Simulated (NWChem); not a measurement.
# B2H2OF2 (SMILES BOB(F)F) at 4 levels

Wanted: a comparison of 4 runs (HF/def2-SVP, PBE0/def2-SVP, SVWN5/6-311+G**, MP2/pcseg-1) of B2H2OF2. 

Program for the calculation: NWChem 7.3.0.

## Step 1: The molecule

B2H2OF2: 7 atoms, total charge 0, spin state singlet. SMILES: `BOB(F)F`. Geometry: relaxed at GFN2-xTB.

Bond lengths: B1–O2 1.312 Å, O2–B3 1.293 Å, B3–F4 1.327 Å, B3–F5 1.327 Å, B1–H6 1.175 Å, B1–H7 1.175 Å. Angles: B1–O2–B3 179.8°, O2–B3–F4 122.4°, O2–B3–F5 122.3°, F4–B3–F5 115.3°, O2–B1–H6 118.8°, O2–B1–H7 118.8°, H6–B1–H7 122.4°.

## Step 2: Energy and gradient at HF/def2-SVP (run 1)

File run.xyz:

```xyz
7
B2F2H2O gradient
B     -0.505170     1.206810     0.312310
O     -0.012080     0.030090     0.005910
B      0.472540    -1.130780    -0.292770
F     -0.297330    -2.193530    -0.489200
F      1.776020    -1.343350    -0.425070
H     -0.651450     1.482430     1.445270
H     -0.782520     1.948330    -0.556450
```

File run.py:

```python
from ase.io import read
from ase.calculators.nwchem import NWChem

molecule = read('run.xyz')

calc = NWChem(
    label='run',
    theory='scf',
    memory='2200 mb',
    basis='def2-SVP',
    basispar='spherical bse',
    scf={'nopen': '0', 'rhf': None, 'thresh': '1e-08', 'maxiter': '80'},
)
molecule.calc = calc

forces = molecule.get_forces()
e = molecule.get_potential_energy()
print(f"E = {e:.6f} eV")
print("forces (eV/A):")
for s, f in zip(molecule.symbols, forces):
    print(f"{s:2s} {f[0]:10.5f} {f[1]:10.5f} {f[2]:10.5f}")
print("dipole (e A):", molecule.get_dipole_moment().round(4))
```

The run is started by

```bash
export ASE_NWCHEM_COMMAND="nwchem PREFIX.nwi > PREFIX.nwo"
python run.py
```

What it wrote:

```text
E = -8822.803015 eV
forces (eV/A):
B    -0.38448    0.94591    0.23808
O     0.17345   -0.42865   -0.11339
B     0.93444   -2.19367   -0.56739
F     0.23340    0.71014    0.14984
F    -0.68530    0.33728    0.12202
H    -0.10171    0.19237    0.61491
H    -0.16980    0.43662   -0.44403
dipole (e A): [-0.1249  0.2956  0.0769]
```

The calculator wrote run.nwi:

```
title "run"

permanent_dir run

scratch_dir run

start run

geometry units angstrom nocenter noautosym noautoz
  B  -5.0517000000000001e-01 1.2068099999999999e+00 3.1230999999999998e-01
  O  -1.2080000000000000e-02 3.0089999999999999e-02 5.9100000000000003e-03
  B  4.7254000000000002e-01 -1.1307799999999999e+00 -2.9276999999999997e-01
  F  -2.9732999999999998e-01 -2.1935300000000000e+00 -4.8920000000000002e-01
  F  1.7760199999999999e+00 -1.3433500000000000e+00 -4.2507000000000000e-01
  H  -6.5144999999999997e-01 1.4824299999999999e+00 1.4452700000000001e+00
  H  -7.8251999999999999e-01 1.9483299999999999e+00 -5.5645000000000000e-01
end

memory 2200 mb

basis spherical bse noprint
   * library def2-SVP
end

scf
  nopen 0
  rhf
  thresh 1e-08
  maxiter 80
end

task scf gradient
```

run.nwo (excerpt; [...] marks lines left out):

```text
[...]
      One-electron energy =   -755.291539993877
[... 1 line left out ...]
 Nuclear repulsion energy =    154.256703597288
[... 37 lines left out ...]
                       ROHF Final Molecular Orbital Analysis
[... 235 lines left out ...]
                              NWChem Gradients Module
[...]
  wavefunction    =   RHF
                         RHF ENERGY GRADIENTS
    atom               coordinates                        gradient
                 x          y          z           x          y          z
   1 B      -0.954633   2.280540   0.590180    0.007477  -0.018395  -0.004630
   2 O      -0.022828   0.056862   0.011168   -0.003373   0.008336   0.002205
   3 B       0.892971  -2.136864  -0.553255   -0.018172   0.042660   0.011034
   4 F      -0.561872  -4.145171  -0.924454   -0.004539  -0.013810  -0.002914
   5 F       3.356191  -2.538563  -0.803266    0.013327  -0.006559  -0.002373
   6 H      -1.231062   2.801386   2.731164    0.001978  -0.003741  -0.011958
   7 H      -1.478748   3.681810  -1.051538    0.003302  -0.008491   0.008635
[...]
```

Run time: 7.5 s. Hardware: 1 thread of Intel Xeon Platinum 8488C (Sapphire Rapids), shared host; peak memory 0.1 GiB.

## Step 3: Energy and gradient at PBE0/def2-SVP (run 2)

File run.py:

```python
from ase import Atoms
from ase.calculators.nwchem import NWChem

system = Atoms(['B', 'O', 'B', 'F', 'F', 'H', 'H'], positions=[
    [-0.505170, 1.206810, 0.312310],
    [-0.012080, 0.030090, 0.005910],
    [0.472540, -1.130780, -0.292770],
    [-0.297330, -2.193530, -0.489200],
    [1.776020, -1.343350, -0.425070],
    [-0.651450, 1.482430, 1.445270],
    [-0.782520, 1.948330, -0.556450],
])

calc = NWChem(
    label='b2f2h2o',
    theory='dft',
    memory='2200 mb',
    basis='def2-SVP',
    basispar='spherical bse',
    dft={'xc': 'pbe0', 'mult': '1', 'grid': 'xfine', 'convergence': 'energy 1e-08', 'iterations': '100', 'mulliken': None},
)
system.calc = calc

forces = system.get_forces()
print("Total energy (eV):", round(system.get_potential_energy(), 6))
print("forces (eV/A):")
for s, f in zip(system.symbols, forces):
    print(f"{s:2s} {f[0]:10.5f} {f[1]:10.5f} {f[2]:10.5f}")
print("dipole (e A):", system.get_dipole_moment().round(4))
```

The run is started by

```bash
export ASE_NWCHEM_COMMAND="nwchem PREFIX.nwi > PREFIX.nwo"
python run.py
```

What it wrote:

```text
Total energy (eV): -8855.026228
forces (eV/A):
B    -0.27701    0.68458    0.17021
O    -0.11843    0.27120    0.06757
B     0.96334   -2.26427   -0.58513
F    -0.15925    0.26698    0.07230
F    -0.09133    0.29923    0.07502
H    -0.11030    0.19797    0.84852
H    -0.20697    0.54425   -0.64859
dipole (e A): [-0.0952  0.2253  0.0586]
```

The calculator wrote b2f2h2o.nwi:

```
title "b2f2h2o"

permanent_dir b2f2h2o

scratch_dir b2f2h2o

start b2f2h2o

geometry units angstrom nocenter noautosym noautoz
  B  -5.0517000000000001e-01 1.2068099999999999e+00 3.1230999999999998e-01
  O  -1.2080000000000000e-02 3.0089999999999999e-02 5.9100000000000003e-03
  B  4.7254000000000002e-01 -1.1307799999999999e+00 -2.9276999999999997e-01
  F  -2.9732999999999998e-01 -2.1935300000000000e+00 -4.8920000000000002e-01
  F  1.7760199999999999e+00 -1.3433500000000000e+00 -4.2507000000000000e-01
  H  -6.5144999999999997e-01 1.4824299999999999e+00 1.4452700000000001e+00
  H  -7.8251999999999999e-01 1.9483299999999999e+00 -5.5645000000000000e-01
end

memory 2200 mb

basis spherical bse noprint
   * library def2-SVP
end

dft
  xc pbe0
  mult 1
  grid xfine
  convergence energy 1e-08
  iterations 100
  mulliken
end

task dft gradient
```

b2f2h2o.nwo (excerpt; [...] marks lines left out):

```text
[...]
         Total DFT energy =     -325.416214373748
[...]
  wavefunction    = closed shell
                         DFT ENERGY GRADIENTS
    atom               coordinates                        gradient
                 x          y          z           x          y          z
   1 B      -0.954633   2.280540   0.590180    0.005387  -0.013313  -0.003310
   2 O      -0.022828   0.056862   0.011168    0.002303  -0.005274  -0.001314
   3 B       0.892971  -2.136864  -0.553255   -0.018734   0.044033   0.011379
   4 F      -0.561872  -4.145171  -0.924454    0.003097  -0.005192  -0.001406
   5 F       3.356191  -2.538563  -0.803266    0.001776  -0.005819  -0.001459
   6 H      -1.231062   2.801386   2.731164    0.002145  -0.003850  -0.016501
   7 H      -1.478748   3.681810  -1.051538    0.004025  -0.010584   0.012613
[...]
```

It took 20 s on 1 thread of Intel Xeon Platinum 8488C (Sapphire Rapids), shared host; peak memory 0.14 GiB.

Run 3 isn't shown in full; the table further down has it.

## Step 4: Energy and gradient at MP2/pcseg-1 (run 4)

Edit run.py of step 3 so:

```diff
@@ -14,8 +14,9 @@
 calc = NWChem(
-    label='b2f2h2o',
-    theory='dft',
+    label='run',
+    theory='mp2',
     memory='2200 mb',
-    basis='def2-SVP',
+    basis='pcseg-1',
     basispar='spherical bse',
-    dft={'xc': 'pbe0', 'mult': '1', 'grid': 'xfine', 'convergence': 'energy 1e-08', 'iterations': '100', 'mulliken': None},
+    scf={'nopen': '0', 'rhf': None, 'thresh': '1e-08', 'maxiter': '80'},
+    mp2={'freeze': 'core 5', 'tight': None},
 )
@@ -28,2 +29 @@
     print(f"{s:2s} {f[0]:10.5f} {f[1]:10.5f} {f[2]:10.5f}")
-print("dipole (e A):", system.get_dipole_moment().round(4))
```

The run is started by

```bash
export ASE_NWCHEM_COMMAND="nwchem PREFIX.nwi > PREFIX.nwo"
python run.py
```

What it wrote:

```text
Total energy (eV): -8846.151938
forces (eV/A):
B    -0.64720    1.57069    0.40094
O    -0.02335    0.04628    0.00746
B     0.84574   -1.98391   -0.51242
F    -0.51324   -0.22759   -0.01933
F     0.51186    0.19746    0.01306
H    -0.06011    0.10202    0.47447
H    -0.11364    0.29501   -0.36417
```

The calculator wrote run.nwi:

```
title "run"

permanent_dir run

scratch_dir run

start run

geometry units angstrom nocenter noautosym noautoz
  B  -5.0517000000000001e-01 1.2068099999999999e+00 3.1230999999999998e-01
  O  -1.2080000000000000e-02 3.0089999999999999e-02 5.9100000000000003e-03
  B  4.7254000000000002e-01 -1.1307799999999999e+00 -2.9276999999999997e-01
  F  -2.9732999999999998e-01 -2.1935300000000000e+00 -4.8920000000000002e-01
  F  1.7760199999999999e+00 -1.3433500000000000e+00 -4.2507000000000000e-01
  H  -6.5144999999999997e-01 1.4824299999999999e+00 1.4452700000000001e+00
  H  -7.8251999999999999e-01 1.9483299999999999e+00 -5.5645000000000000e-01
end

memory 2200 mb

basis spherical bse noprint
   * library pcseg-1
end

scf
  nopen 0
  rhf
  thresh 1e-08
  maxiter 80
end
mp2
  freeze core 5
  tight
end

task mp2 gradient
```

run.nwo (excerpt; [...] marks lines left out):

```text
[...]
         Total SCF energy =   -324.391818099914
[...]
                         mp2 ENERGY GRADIENTS
    atom               coordinates                        gradient
                 x          y          z           x          y          z
   1 B      -0.954633   2.280540   0.590180    0.012586  -0.030545  -0.007797
   2 O      -0.022828   0.056862   0.011168    0.000454  -0.000900  -0.000145
   3 B       0.892971  -2.136864  -0.553255   -0.016447   0.038581   0.009965
   4 F      -0.561872  -4.145171  -0.924454    0.009981   0.004426   0.000376
   5 F       3.356191  -2.538563  -0.803266   -0.009954  -0.003840  -0.000254
   6 H      -1.231062   2.801386   2.731164    0.001169  -0.001984  -0.009227
   7 H      -1.478748   3.681810  -1.051538    0.002210  -0.005737   0.007082
[...]
```

Wall time 15 s (1 thread of Intel Xeon Platinum 8488C (Sapphire Rapids), shared host); peak memory 0.24 GiB.

## Step 5: The series

| run | level | iteration cap | module | energy (Eh) | dipole moment (D) | HOMO energy (eV) | LUMO energy (eV) | wall time |
| --- | --- | --- | --- | --- | --- | --- | --- | --- |
| 1 | HF/def2-SVP | 80 | scf | -324.232033 | 1.59 | -12.88 | 2.74 | 7.5 s |
| 2 | PBE0/def2-SVP | 100 | dft | -325.416214 | 1.21 | -9.10 | -0.98 | 20 s |
| 3 | SVWN5/6-311+G** | 100 | dft | -323.738988 | 1.37 | -7.82 | -2.52 | 23 s |
| 4 | MP2/pcseg-1 | 80 | mp2 | -325.090090 | 1.39 | -12.92 | 2.50 | 15 s |

## Step 6: Summary of results

```
                                                      quantity          value
                                           run 4: total energy  -325.09009 Eh
run 4: dipole moment (of the density that the program reports)         1.39 D
                    run 4: HOMO energy (Hartree–Fock orbitals)      -12.92 eV
                    run 4: LUMO energy (Hartree–Fock orbitals)        2.50 eV
                  run 4: HOMO–LUMO gap (Hartree–Fock orbitals)       15.42 eV
            run 4: correlation energy (5 core orbitals frozen)     -698.3 mEh
                               run 4: largest force on an atom     2.217 eV/Å
```

What this shows: The dipole moment (its size) runs from 1.21 D (PBE0/def2-SVP) to 1.59 D (HF/def2-SVP). Over runs 1, 2, 3 the HOMO–LUMO gap runs from 5.30 eV (SVWN5/6-311+G**) to 15.62 eV (HF/def2-SVP). The two ends differ in method and basis. Totals of different functionals can't be ranked against each other. All runs together took 65 s, the longest 23 s.
